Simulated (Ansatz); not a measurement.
Below is the output of a Python script on Ansatz 0.2.0, Python API that makes a geometry optimisation of AlFH3NSi, SMILES F[SiH]1[NH][AlH]1. Write a script that gives it. Level of theory: B3LYP, def2-SVP basis, multiplicity 1.

```
atom    x (Å)    y (Å)    z (Å)
   F  -1.1653  -1.8606   0.5427
  Si  -0.2613  -0.8554  -0.4714
   N   0.9506   0.0217   0.4897
  Al  -0.1709   1.4227   0.0301
   H   0.3891  -1.5063  -1.6408
   H   0.8057  -0.1826   1.5079
   H  -0.4868   2.8924  -0.5038
```

```console
$ python run_opt.py
step   1  E = -18723.657404 eV  max force 1.9777 eV/A
step   2  E = -18724.201259 eV  max force 1.5550 eV/A
step   3  E = -18724.522560 eV  max force 1.8184 eV/A
step   4  E = -18724.813325 eV  max force 1.1572 eV/A
step   5  E = -18724.902267 eV  max force 0.5095 eV/A
step   6  E = -18724.927103 eV  max force 0.2196 eV/A
step   7  E = -18724.929316 eV  max force 0.4355 eV/A
step   8  E = -18724.933397 eV  max force 0.1436 eV/A
step   9  E = -18724.933592 eV  max force 0.0739 eV/A
step  10  E = -18724.935092 eV  max force 0.0253 eV/A
step  11  E = -18724.935205 eV  max force 0.0143 eV/A
converged              True
free_energy_ev         -18724.93524356702
reference_energy_ev    -18724.93524356702
n_frozen               0
n_occupied             [23, 23]
n_virtual              [56, 56]
bond        before    after (A)
F0-Si1       1.6900   1.6395
Si1-N2       1.7781   1.7589
Si1-Al3      2.3344   2.3075
Si1-H4       1.4880   1.4925
N2-Al3       1.8525   1.8008
N2-H5        1.0486   1.0192
Al3-H6       1.5953   1.5788
  atom  mulliken  lowdin
0    F    -0.352  -0.057
1   Si     0.535   0.156
2    N    -0.471  -0.044
3   Al     0.414   0.136
4    H    -0.116  -0.094
5    H     0.107   0.006
6    H    -0.116  -0.103
dipole (e A): [ 0.2642  0.3743 -0.0037]
```

One script that gives this output:

`run_opt.py`
```python
import ansatz as az
import numpy as np
import pandas as pd


def main() -> None:
    system = (
        az.Crystal.molecule()
        .atom('F', (-1.1653, -1.8606, 0.5427))
        .atom('Si', (-0.2613, -0.8554, -0.4714))
        .atom('N', (0.9506, 0.0217, 0.4897))
        .atom('Al', (-0.1709, 1.4227, 0.0301))
        .atom('H', (0.3891, -1.5063, -1.6408))
        .atom('H', (0.8057, -0.1826, 1.5079))
        .atom('H', (-0.4868, 2.8924, -0.5038))
    )

    calculation = (
        system.calculation()
        .basis(gaussian='def2-SVP')
        .functional('b3lyp')
        .accuracy('high')
    )
    symbols = [site.symbol for site in system.cartesian_sites]
    start = np.array([site.position_ang for site in system.cartesian_sites], dtype=float)
    def progress(event):
        if event['event'] == 'relax_step':
            row = event['data']
            print(f'step {row["step"]:3d}  E = {row["lagrangian_ev"]:.6f} eV  max force {row["allowed_force_max_ev_ang"]:.4f} eV/A')


    summary = calculation.relax(force_tolerance=0.02).session().plan().execute(on_event=progress).report
    end = np.array(summary['positions_ang'])

    for key in ('converged', 'free_energy_ev', 'reference_energy_ev', 'n_frozen', 'n_occupied', 'n_virtual'):
        print(f'{key:22s} {summary[key]}')

    print('bond        before    after (A)')
    for i, j in [(0, 1), (1, 2), (1, 3), (1, 4), (2, 3), (2, 5), (3, 6)]:
        d0, d1 = (np.linalg.norm(xyz[i] - xyz[j]) for xyz in (start, end))
        print(f'{symbols[i]}{i}-{symbols[j]}{j}'.ljust(10), f'{d0:8.4f} {d1:8.4f}')

    charges = summary['charge_distribution']
    table = pd.DataFrame({'atom': symbols, 'mulliken': charges['mulliken_charges_e'], 'lowdin': charges['lowdin_charges_e']})
    print(table.round(3).to_string())
    print('dipole (e A):', np.round(charges['dipole_moment_e_ang'], 4) + 0.0)


if __name__ == '__main__':
    main()
```

What to keep in mind:
- These settings explore the input space; basis and method may be short of convergence.
- The end point is the stationary point reached from this start; no frequency run checks that it is a minimum, and the basis set is modest.
- The Löwdin charges here are taken after orthogonalising the functions within each atom; they differ from plain Löwdin charges, and their signs can be unphysical.
- b3lyp holds the VWN-RPA fit, as in Gaussian; the form of ORCA and Turbomole is b3lyp5.
- Hardware and time: 96 s on 1 thread of Arm Neoverse V2 (shared host), peak memory 0.38 GiB.

(Lines on the test bed's own set-up are left out of the output.)
